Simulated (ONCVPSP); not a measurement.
# Copper: generating and testing an ONCV potential

Do these settings give a usable potential? It is generated, then checked for transferability, scattering, ghosts and hardness.

Method: ONCVPSP 4.0.1.1 (patched build), LDA (Perdew-Wang 92), scalar-relativistic.

## Step 1: The design

The settings as typed:

| Item | Value |
| --- | --- |
| element | copper (Cu, Z = 29) |
| type | optimised norm-conserving Vanderbilt (ONCV) |
| frozen core | [Ne] |
| valence charge | 19 |
| reference configuration | 3s2 3p6 3d10 4s1 |
| partial waves | 3s+4s: rc 0.95 bohr, ncon 4, nbas 8, qcut 16.4 1/bohr, 3 projectors, debl 1.6 Ha; 3p: rc 1.05 bohr, ncon 4, nbas 8, qcut 11.1 1/bohr, 3 projectors, debl 2 Ha; 3d: rc 1.30 bohr, ncon 4, nbas 9, qcut 11.5 1/bohr, 2 projectors, debl 2.6 Ha |
| local potential | polynomial inside 0.85 bohr (lpopt 5, dvloc0 3 Ha) |
| core correction | Teter function, fcfact 2.25, rcfact 1.55 |

The outer shells as boxes (Hund's rule for the drawing; the calculation is spin-unpolarised):

```
[Ne] core
3s [↑↓]
3p [↑↓][↑↓][↑↓]
3d [↑↓][↑↓][↑↓][↑↓][↑↓]
4s [↑ ]
```

The nodes and maxima of the atom's own shells, from an earlier all-electron run, set the scale for the radii.

All-electron outer shells of the reference configuration (LDA (PZ), scalar-relativistic, ld1.x):

```
shell  level (eV)  outermost node (bohr)  outermost maximum (bohr)
   2p     -916.44                      –                      0.16
   3s     -114.15                   0.29                      0.61
   3p      -72.03                   0.26                      0.62
   3d       -5.32                      –                      0.60
   4s       -4.87                   0.89                      2.24
   4p       -0.79                   0.98                      3.52
```

## Step 2: The generation run

Contents of Cu.dat:

```
# ATOM AND REFERENCE CONFIGURATION
# atsym  z   nc   nv     iexc    psfile
  Cu 29.00    3    4  -001012      upf
#
#   n    l    f
    1    0    2.00
    2    0    2.00
    2    1    6.00
    3    0    2.00
    3    1    6.00
    3    2   10.00
    4    0    1.00
#
# PSEUDOPOTENTIAL AND OPTIMIZATION
# lmax
    2
#
#   l,   rc,      ep,       ncon, nbas, qcut
    0    0.95    0.00    4    8   16.40
    1    1.05    0.00    4    8   11.10
    2    1.30    0.00    4    9   11.50
#
# LOCAL POTENTIAL
# lloc, lpopt,  rc(5),   dvloc0
    4    5    0.85    3.00
#
# VANDERBILT-KLEINMAN-BYLANDER PROJECTORs
# l, nproj, debl
    0    3    1.60
    1    3    2.00
    2    2    2.60
#
# MODEL CORE CHARGE
# icmod, fcfact, rcfact
    3    2.25    1.55
#
# LOG DERIVATIVE ANALYSIS
# epsh1, epsh2, depsh
   -6.00    5.00    0.04
#
# OUTPUT GRID
# rlmax, drl
    6.00    0.01
#
# TEST CONFIGURATIONS
# ncnf
    4
# nvcnf
#   n    l    f
    4
    3    0    2.00
    3    1    6.00
    3    2   10.00
    4    0    0.00
#
    4
    3    0    2.00
    3    1    6.00
    3    2    9.00
    4    0    0.00
#
    4
    3    0    2.00
    3    1    6.00
    3    2    8.00
    4    0    0.00
#
    4
    3    0    1.00
    3    1    6.00
    3    2   10.00
    4    0    1.00
#
```

The run is started by

```console
oncvpsp.x < Cu.dat > Cu.out
```

Before running it: what results should come out? Wanted: cutoffs for 1 and 0.1 mHa per electron, occupied waves; bound ghosts; GHOST(+) flags; largest test error; largest phase difference near zero energy, channels read; rms error of d²Exc/dn², without and with the model core; projector energies reset by the program.

The runs gave:

| quantity | value |
| --- | --- |
| cutoffs for 1 and 0.1 mHa per electron, occupied waves | 78 Ha and 93 Ha |
| bound ghosts | none found |
| GHOST(+) flags | none at low energy |
| largest test error (AE − PS) | -119 meV, for 3s1 3p6 3d10 4s1 (1 test unsolved) |
| largest phase difference near zero energy, channels read | 0.000 rad |
| rms error of d²Exc/dn², without and with the model core | 2.21 and 0.74 mHa |
| projector energies reset by the program | p: -2.647, 0.250, 2.250 Ha |

What this shows: The worst unpolarised test, 3s1 3p6 3d10 4s1, is off by 119 meV on 121.7 eV; by total energies transferability rates as fair for so large an energy. That test lies far up in energy; among those under 40 eV, nearer to bonding, the largest error is 4.4 meV. Of the tests 1 gave no usable energy difference, which is a warning in itself. The potential is very hard: the looser tolerance needs 78 Ha. At the looser tolerance the 3s wave is the slowest; 4s needs 61 Ha. The program's ghost test flags no bound state. Near zero energy the phases of the channels with partial waves agree within 0.001 rad. All of this concerns the isolated atom, not yet a solid.
